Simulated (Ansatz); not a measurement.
# CH₇OSbSi: how energies converge with the basis set

One table from this session's results is given with a row withheld; the runs are named, their logs left out.

Program: Ansatz 0.2.0, Gaussian basis. Level of theory: one geometry, several basis sets. These are calculated values, not measurements.

Plan: PBE0-D4/def2-SVP; ωB97M-V/def2-SVP; PBE0-D4/def2-QZVPP; ωB97M-V/def2-QZVPP; the functionals' def2-TZVPP values are taken from earlier runs.

## Structure used throughout

An earlier PBE0-D4 in a triple-zeta def2 set relaxation fixed the geometry. Sb takes the def2 core potential; no spin-orbit term is included.

SMILES `[SiH3]C[O][SbH2]`, 11 atoms, charge 0, spin multiplicity 1.

Atoms are counted from 1 here; the program's logs count them from 0.

Bond lengths: Si1–C2 1.893 Å, Si1–H5 1.485 Å, Si1–H6 1.489 Å, Si1–H7 1.491 Å, C2–O3 1.419 Å, C2–H8 1.101 Å, C2–H9 1.096 Å, O3–Sb4 1.977 Å, Sb4–H10 1.710 Å, Sb4–H11 1.717 Å. Angles: C2–Si1–H5 110.5°, C2–Si1–H6 111.0°, C2–Si1–H7 108.3°, H5–Si1–H6 109.5°, H5–Si1–H7 108.6°, H6–Si1–H7 108.8°, Si1–C2–O3 111.1°, Si1–C2–H8 109.9°, Si1–C2–H9 109.9°, O3–C2–H8 112.5°, O3–C2–H9 107.4°, H8–C2–H9 105.8°, C2–O3–Sb4 118.2°, O3–Sb4–H10 92.0°, O3–Sb4–H11 96.0°, H10–Sb4–H11 90.6°.

As a file:

```xyz
11
charge 0, multiplicity 1
Si   -1.0303    1.2780   -0.0928
C     0.2019    0.3365    0.9920
O     0.3116   -1.0179    0.5837
Sb    1.5577   -1.4505   -0.8889
H    -2.3778    0.6595   -0.0081
H    -1.1131    2.7092    0.3112
H    -0.5610    1.2046   -1.5062
H     1.1725    0.8564    0.9939
H    -0.1400    0.3375    2.0338
H     1.6960   -3.0757   -0.3738
H     0.3478   -1.8946   -2.0241
```

The first run:

File in.yaml:

```yaml
crystal:
  periodic: [false, false, false]
  atoms:
    - {symbol: Si, position_ang: [-1.030270, 1.278001, -0.092799]}
    - {symbol: C, position_ang: [0.201929, 0.336479, 0.992001]}
    - {symbol: O, position_ang: [0.311587, -1.017879, 0.583658]}
    - {symbol: Sb, position_ang: [1.557666, -1.450535, -0.888860]}
    - {symbol: H, position_ang: [-2.377770, 0.659517, -0.008087]}
    - {symbol: H, position_ang: [-1.113142, 2.709229, 0.311233]}
    - {symbol: H, position_ang: [-0.561030, 1.204587, -1.506156]}
    - {symbol: H, position_ang: [1.172472, 0.856406, 0.993932]}
    - {symbol: H, position_ang: [-0.139967, 0.337462, 2.033769]}
    - {symbol: H, position_ang: [1.696018, -3.075701, -0.373799]}
    - {symbol: H, position_ang: [0.347808, -1.894566, -2.024093]}
basis:
  gaussian: {orbitals: def2-SVP}
hamiltonian: {xc: pbe0, dispersion: d4}
output: {orbitals: {seedname: orbitals}}
```

Among the steps run: PBE0-D4 in def2-SVP; ωB97M-V in def2-SVP; PBE0-D4 in def2-QZVPP; ωB97M-V in def2-QZVPP.

One table of the session follows, with a row left open; its other results are not shown here.

It belongs to the step «Density functionals: the series». 

| functional | basis | HOMO (eV) |
| --- | --- | --- |
| PBE0-D4 | def2-SVP | -7.03 |
| PBE0-D4 | def2-TZVPP | -7.17 |
| PBE0-D4 | def2-QZVPP | -7.20 |
| ωB97M-V | def2-SVP | -9.23 |
| ωB97M-V | def2-TZVPP | -9.39 |
| ωB97M-V | def2-QZVPP | ? |

Estimate the missing values for ωB97M-V, def2-QZVPP.

The run gave: HOMO (eV): -9.42. In the column «HOMO (eV)» it is the lowest.
